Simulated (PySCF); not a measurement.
# C7H9N: the cost of one run

Programs: PySCF 2.14.0, with routines of our own; each step states its level. All values are computed. Atoms count from 0.

## Step 1: The starting structure

17 atoms, charge 1, multiplicity 2; geometry from: GFN2-xTB.

## Step 2: Open-shell or spin-flip excitations: unrestricted TDDFT CAM-B3LYP/def2-SVP

What the job is given:

```
{"job": {"kind": "uabs", "xc": "CAM-B3LYP", "basis": "def2-SVP", "nstates": 10, "tda": false}, "charge": 1, "multiplicity": 2}
C     -1.935319    -0.892524    -0.221042
C     -0.508402    -0.514981    -0.083565
C      0.496233    -1.465095    -0.077329
C      1.831754    -1.108975     0.059927
C      2.203377     0.243587     0.191178
C      1.244925     1.216145     0.186470
C     -0.129438     0.872788     0.053007
N     -1.048550     1.831256     0.057585
H     -2.514495    -0.565075     0.644769
H     -2.038707    -1.970222    -0.308775
H     -2.380853    -0.435968    -1.107410
H      0.233731    -2.507049    -0.179237
H      2.592995    -1.873836     0.068966
H      3.244851     0.503806     0.295982
H      1.510839     2.257565     0.285832
H     -2.032628     1.620125    -0.030964
H     -0.777311     2.800483     0.154696
```

Level: unrestricted TDDFT CAM-B3LYP/def2-SVP, vertical, gas phase, core orbitals frozen in the response.

Run with:

```bash
> OMP_NUM_THREADS=1 python excited_run.py task.json out
```

This one command runs all jobs of the session in turn.

Q: Estimate the wall time and peak memory of this first job on 1 thread of Arm Neoverse V2, shared host.

About 61 s, with a peak of 0.68 GiB.
